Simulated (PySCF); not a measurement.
# BGeH7O2Si: the cost of one run

Computed with PySCF 2.14.0 and routines of our own; the level stands in each step. Atoms count from 0.

## Step 1: The starting structure

12 atoms, charge 0, multiplicity 1; geometry from: GFN2-xTB.

## Step 2: Geometry optimisation at PBE0-D3(BJ)/def2-SVP

Job settings and geometry (Å):

```
{"job": {"xc": "PBE0", "basis": "def2-SVP", "d3": "d3bj", "grid": 1, "maxiter": 30, "shake": 0.01, "kind": "geom"}, "charge": 0, "multiplicity": 1}
O     -0.674490     0.231760     1.411430
B     -1.353770     0.166000     0.218660
O     -2.706310     0.275260     0.087110
Si    -0.056910    -0.126040    -1.257570
Ge     1.934910    -0.233520    -0.094270
H     -1.188150     0.406890     2.218740
H     -3.199500     0.421640     0.889210
H      0.011860     0.936970    -2.277060
H     -0.256550    -1.357490    -2.018190
H      2.340610     1.041310     0.621210
H      3.178740    -0.563540    -0.850780
H      2.009260    -1.227510     1.042470
```

Started as:

```console
OMP_NUM_THREADS=1 python heavy_run.py task.json out
```

One launch serves the whole session: the jobs run in the order shown.

Q: Estimate the wall time and peak memory of this first job on 1 thread of Arm Neoverse N1, shared host.

About 2.1 min, with a peak of 0.53 GiB.
